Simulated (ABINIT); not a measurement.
# TlRu (P6/mmm) in ABINIT: single point with LDA

Aim: the single point of TlRu with LDA.

All numbers are computed with ABINIT 10.8.3 (patched build); they aren't measurements. Logs are shortened: lines on timing, memory, paths and dates and some standing lists are left out, and cuts for length are marked. The log counts tension as positive stress, the text compression.

### 1 Starting point

The structure is hexagonal, space group P6/mmm (No. 191). Conventional cell: a = 3.059 Å, b = 3.059 Å, c = 6.145 Å, α = 90.00°, β = 90.00°, γ = 120.00°. Around Tl (site symmetry 6/mmm) lie 6 Tl at 3.06 Å and 2 Ru at 3.07 Å. Ru (site symmetry 6/mmm) is surrounded by 6 Ru at 3.06 Å and 2 Tl at 3.07 Å.

The cell was built by a generator and needn't be a form met in nature.

### 2 Single point, LDA

The input, run.abi:

```
# Pseudopotentials
pp_dirpath "./"
pseudos "Tl.hgh, Ru.hgh"

# Structure
acell 5.7808602997 5.7808603115 11.6129840314
rprim
     1.0000000000     0.0000000000     0.0000000000
    -0.5000000006     0.8660254034     0.0000000000
     0.0000000000     0.0000000000     1.0000000000
ntypat 2
znucl 81 44
natom 2
typat 1 2
xred
     0.0000000000     0.0000000000     0.5000000000
     0.0000000000     0.0000000000     0.0000000000

# Plane-wave basis
ecut 22.0

# k points
kptopt 1
ngkpt 8 8 4
nshiftk 1
shiftk 0.0 0.0 0.0

# Exchange and correlation
ixc 7

# Bands and occupations
nband 10
occopt 3
tsmear 0.00183747

# SCF cycle
nstep 100
tolvrs 1.0e-10

# Output
iomode 3
prtwf 0
prtden 0
prteig 0
prtebands 0
enunit 1
```

Potentials or basis: HGH LDA.

The run is started by

```
$ abinit run.abi > log 2>&1
```

run.abo:

```text
.Version 10.8.3 of ABINIT
 Symmetries : space group P6/m m m (#191); Bravais hP (primitive hexag.)
================================================================================
 Values of the parameters that define the memory need of the present run
     intxc =       0    ionmov =       0      iscf =       7    lmnmax =       6
     lnmax =       6     mgfft =      50  mpssoang =       3    mqgrid =    3001
     natom =       2  nloc_mem =       1    nspden =       1   nspinor =       1
    nsppol =       1      nsym =      24    n1xccc =       0    ntypat =       2
    occopt =       3   xclevel =       1
       mpw =        1672          nfft =       36450          nkpt =          30
================================================================================
================================================================================

--------------------------------------------------------------------------------
------------- Echo of variables that govern the present computation ------------
--------------------------------------------------------------------------------
 -outvars: echo values of preprocessed input variables --------
            acell      5.7808602997E+00  5.7808603115E+00  1.1612984031E+01 Bohr
              amu      2.04383300E+02  1.01070000E+02
             ecut      2.20000000E+01 Hartree
           enunit           1
              ixc           7
         kptrlatt        8    0    0      0    8    0      0    0    4
          kptrlen      4.62468824E+01
            natom           2
            nband          10
            ngfft          27      27      50
             nkpt          30
            nstep         100
             nsym          24
           ntypat           2
           occopt           3
           prtden           0
        prtebands           0
           prteig           0
            prtwf           0
            rprim      1.0000000000E+00  0.0000000000E+00  0.0000000000E+00
                      -5.0000000060E-01  8.6602540340E-01  0.0000000000E+00
                       0.0000000000E+00  0.0000000000E+00  1.0000000000E+00
          spgroup         191
           tolvrs      1.00000000E-10
           tsmear      1.83747000E-03 Hartree
            typat      1  2
           xangst      0.0000000000E+00  0.0000000000E+00  3.0726632479E+00
                       0.0000000000E+00  0.0000000000E+00  0.0000000000E+00
            xcart      0.0000000000E+00  0.0000000000E+00  5.8064920157E+00
                       0.0000000000E+00  0.0000000000E+00  0.0000000000E+00
             xred      0.0000000000E+00  0.0000000000E+00  5.0000000000E-01
                       0.0000000000E+00  0.0000000000E+00  0.0000000000E+00
            znucl       81.00000   44.00000

================================================================================

 chkinp: Checking input parameters for consistency.

================================================================================
[... 102 lines left out ...]
...

 Integrated electronic density in atomic spheres:
 ------------------------------------------------
 Atom  Sphere_radius  Integrated_density
    1        2.00000          0.72928423
    2        2.00000          5.00081929
================================================================================

 ----iterations are completed or convergence reached----

 Mean square residual over all n,k,spin=   33.161E-09; max=  96.022E-07
 reduced coordinates (array xred) for    2 atoms
       0.000000000000      0.000000000000      0.500000000000
       0.000000000000      0.000000000000      0.000000000000
 rms dE/dt=  0.0000E+00; max dE/dt=  0.0000E+00; dE/dt below (all hartree)
    1       0.000000000000      0.000000000000      0.000000000000
    2       0.000000000000      0.000000000000      0.000000000000

 cartesian coordinates (angstrom) at end:
    1      0.00000000000000     0.00000000000000     3.07266324791413
    2      0.00000000000000     0.00000000000000     0.00000000000000

 cartesian forces (hartree/bohr) at end:
    1     -0.00000000000000    -0.00000000000000    -0.00000000000000
    2     -0.00000000000000    -0.00000000000000    -0.00000000000000
 frms,max,avg= 0.0000000E+00 0.0000000E+00   0.000E+00  0.000E+00  0.000E+00 h/b

 cartesian forces (eV/Angstrom) at end:
    1     -0.00000000000000    -0.00000000000000    -0.00000000000000
    2     -0.00000000000000    -0.00000000000000    -0.00000000000000
 frms,max,avg= 0.0000000E+00 0.0000000E+00   0.000E+00  0.000E+00  0.000E+00 e/A
 length scales=  5.780860299700  5.780860311500 11.612984031400 bohr
              =  3.059099527940  3.059099534184  6.145326495828 angstroms
 Fermi (or HOMO) energy (eV) =   0.48375   Average Vxc (eV)=  -9.09192
 Eigenvalues (   eV  ) for nkpt=  30  k points:
 kpt#   1, nband= 10, wtk=  0.00391, kpt=  0.0000  0.0000  0.0000 (reduced coord)
  -9.24181   -3.04258   -1.52756   -0.47426   -0.47426    0.46549    0.85106    0.85106
  10.20186   14.07873
 prteigrs : prtvol=0 or 1, do not print more k-points.

--- !EnergyTerms
iteration_state     : {dtset: 1, }
comment             : Components of total free energy in Hartree
kinetic             :  1.58779061765154E+01
hartree             :  4.64641219254492E+00
xc                  : -3.87801938974586E+00
Ewald energy        : -1.62741494966051E+01
psp_core            :  1.98879017271921E+00
local_psp           : -8.00376860585103E+00
non_local_psp       : -1.28085176466810E+01
internal            : -1.84513465971035E+01
'-kT*entropy'       : -1.73543474670489E-03
total_energy        : -1.84530820318502E+01
total_energy_eV     : -5.02133942597448E+02
band_energy         : -7.08348066720499E-01
...

 Cartesian components of stress tensor (hartree/bohr^3)
  sigma(1 1)=  6.37066405E-04  sigma(3 2)=  0.00000000E+00
  sigma(2 2)=  6.37066384E-04  sigma(3 1)=  0.00000000E+00
  sigma(3 3)=  7.22777829E-04  sigma(2 1)=  1.22654605E-11

-Cartesian components of stress tensor (GPa)         [Pressure= -1.9584E+01 GPa]
- sigma(1 1)=  1.87431407E+01  sigma(3 2)=  0.00000000E+00
- sigma(2 2)=  1.87431401E+01  sigma(3 1)=  0.00000000E+00
- sigma(3 3)=  2.12648579E+01  sigma(2 1)=  3.60862306E-07

== END DATASET(S) ==============================================================
================================================================================

 -outvars: echo values of variables after computation  --------
            acell      5.7808602997E+00  5.7808603115E+00  1.1612984031E+01 Bohr
           etotal     -1.8453082032E+01
            fcart     -0.0000000000E+00 -0.0000000000E+00 -0.0000000000E+00
                      -0.0000000000E+00 -0.0000000000E+00 -0.0000000000E+00
            rprim      1.0000000000E+00  0.0000000000E+00  0.0000000000E+00
                      -5.0000000060E-01  8.6602540340E-01  0.0000000000E+00
                       0.0000000000E+00  0.0000000000E+00  1.0000000000E+00
           strten      6.3706640460E-04  6.3706638366E-04  7.2277782856E-04
                       0.0000000000E+00  0.0000000000E+00  1.2265460465E-11
           xangst      0.0000000000E+00  0.0000000000E+00  3.0726632479E+00
                       0.0000000000E+00  0.0000000000E+00  0.0000000000E+00
             xred      0.0000000000E+00  0.0000000000E+00  5.0000000000E-01
                       0.0000000000E+00  0.0000000000E+00  0.0000000000E+00
 Calculation completed.
```

Run time: 10 s. Hardware: 1 thread of Intel Xeon 6975P-C (Granite Rapids), shared host; peak memory 0.06 GiB.

Results:

* Free energy: -502.1339 eV
* Pressure: -19.6 GPa
* Band gap on the k mesh: none (metal or under the smearing width)
* Valence electrons inside the program's atomic spheres: Tl 0.73; Ru 5.00

Caveat: so large a pressure means that the cell lies far from this level's equilibrium, or that cutoff or potentials fall short; HGH potentials are hard and often keep d shells in the core, so these values are rough. The run has no spin-orbit coupling, so splittings on Tl are missing.
